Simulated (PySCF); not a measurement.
# CH2EuO (Eu(H2CO)3+): the cost of one run

Computed with PySCF 2.14.0. Level: PBE0, Eu lcecp-1-SVP with ECP52, O def2-SVP, C def2-SVP, H def2-SVP; scalar-relativistic core potentials, no spin–orbit coupling.

1 further run of the same task is left out (for a known fault of the program).

## 1. Where the work starts

5 atoms, charge 3, spin multiplicity 1.

Bond lengths: Eu1–O2 2.485 Å, O2–C3 1.220 Å, C3–H4 1.105 Å, C3–H5 1.105 Å. Angles: Eu1–O2–C3 180.0°, O2–C3–H4 121.7°, O2–C3–H5 121.7°, H4–C3–H5 116.6°.

Geometry (Å):

```xyz
5
CH2EuO
Eu    0.00000    0.00000    0.00000
O     0.00000    0.00000    2.48500
C     0.00000    0.00000    3.70500
H     0.94000    0.00000    4.28500
H    -0.94000    0.00000    4.28500
```

Formal oxidation states: Eu +3. Each metal's 6 4f electrons lie in its core potential, so multiplicities, spins and levels count the valence alone.

## 2. SCF at the start, singlet

Input file run.py (the lines that set the calculation):

```python
mol = gto.M(atom='''
Eu     0.00000     0.00000     0.00000
O      0.00000     0.00000     2.48500
C      0.00000     0.00000     3.70500
H      0.94000     0.00000     4.28500
H     -0.94000     0.00000     4.28500''',
    basis={'Eu': 'lcecp-1-SVP', 'O': 'def2-SVP', 'C': 'def2-SVP', 'H': 'def2-SVP'},
    ecp={'Eu': 'lcecp-1-SVP'},
    charge=3, spin=0)
mf = dft.RKS(mol, xc='PBE0')
mf.grids.atom_grid = (50, 194)  # f atoms: unpruned, at least (60, 302)
mf = mf.density_fit()  # fitting sets: Eu AutoAux, O def2-universal-JKFIT, C def2-universal-JKFIT, H def2-universal-JKFIT
mf.conv_tol = 1e-08; mf.max_cycle = 55
mf.kernel(dm0)  # dm0: free metal ions and neutral atoms
```

On the command line:

```sh
OMP_NUM_THREADS=2 python run.py
```

What time and memory should one allow on 2 threads of Arm Neoverse V1, shared host?

About 2.2 s, with a peak of 0.39 GiB.
